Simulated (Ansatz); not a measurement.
Consider a convergence test of the plane-wave cutoff of ZrTiB4, space group P6/mmm (the Python package of Ansatz (0.2.0)).

`run_ecut.py`
```python
"""Convergence of ZrTiB4 with the plane-wave cutoff."""

from dataclasses import dataclass

import ansatz as az
from tabulate import tabulate


@dataclass
class Settings:
    smearing: str = "fermi_dirac"
    sigma: float = 0.15
    kgrid: tuple[int, ...] = (9, 9, 4)
    functional: str = "pbesol"


opts = Settings()


def main() -> None:
    zrtib4 = (
        az.Lattice.of([3.09712469, 0.0, 0.0], [-1.54856235, 2.68218866, 0.0], [0.0, 0.0, 6.79450025])
        .atom("Zr", [0.0, 0.0, 0.5])
        .atom("Ti", [0.0, 0.0, 0.0])
        .atom("B", [1 / 3, 2 / 3, 0.76642941])
        .atom("B", [1 / 3, 2 / 3, 0.23357059])
        .atom("B", [2 / 3, 1 / 3, 0.76642941])
        .atom("B", [2 / 3, 1 / 3, 0.23357059])
    )

    setup = (
        zrtib4.calculation()
        .occupations(opts.smearing, width=opts.sigma)
        .kpoints(*opts.kgrid)
        .functional(opts.functional)
        .stress()
    )

    rows = []
    for value in [250, 350, 450, 550, 650, 750]:
        data = setup.basis(value).run(threads=1).report
        rows.append((value, data["free_energy_ev"] / len(data["lattice"]["sites"]), data["n_iterations"], sum(data["stress_gpa"][i][i] for i in range(3)) / 3, data["n_pw"]))

    print(tabulate(rows, headers=["cutoff (eV)", "F/atom (eV)", "iterations", "P (GPa)", "plane waves"], floatfmt=".4f", tablefmt="plain"))

    # the last row is the reference
    for row in rows[:-1]:
        shift = 1000 * (row[1] - rows[-1][1])
        print(f"{row[0]}: {shift:+.2f} meV/atom" + ("  (within 1 meV)" if abs(shift) < 1 else ""))


if __name__ == "__main__":
    main()
```

From which cutoff on is the energy per atom within 1 meV of the last row, and how does it get there?

From 450 eV on it stays within 1 meV an atom of the value at 750 eV; the first row (250 eV) is off by 322.4 meV and the last but one by 0.13 meV. The energy falls steadily, as expected when plane waves are added. The pressure moves from -1.52 to -4.69 GPa (the program's stress holds a Pulay correction, so it settles early).

The output:

```console
$ python run_ecut.py
DeckWarning: basis.ecutwfc = 250 eV is below the records' recommended 420 eV, and the density's cutoff is lower with it unless basis.ecutrho_ratio is high enough to keep the records' density cutoff: compare with a run at a higher cutoff
DeckWarning: basis.ecutwfc = 350 eV is below the records' recommended 420 eV, and the density's cutoff is lower with it unless basis.ecutrho_ratio is high enough to keep the records' density cutoff: compare with a run at a higher cutoff
  cutoff (eV)    F/atom (eV)    iterations    P (GPa)    plane waves
          250     -1202.9683             7    -1.5155            485
          350     -1203.2787             6    -4.7393            849
          450     -1203.2900             6    -4.6806           1223
          550     -1203.2904             6    -4.6867           1627
          650     -1203.2906             6    -4.6897           2129
          750     -1203.2907             6    -4.6900           2611
250: +322.39 meV/atom
350: +11.95 meV/atom
450: +0.67 meV/atom  (within 1 meV)
550: +0.31 meV/atom  (within 1 meV)
650: +0.13 meV/atom  (within 1 meV)
```
(Warnings from the package without file and line.)

The mesh is modest for a metal, so energies can be off by several to tens of meV an atom and pressures by half a GPa or more; differences at equal mesh fare better. Pressure is positive in compression. This cell is a computed structure, which may not be the phase found in nature. Shifts are counted from the last row, which is itself no proven limit. It ran for 20 s on 1 thread of Intel(R) Xeon(R) Processor @ 2.30GHz, on a shared host, peak memory 0.63 GiB.
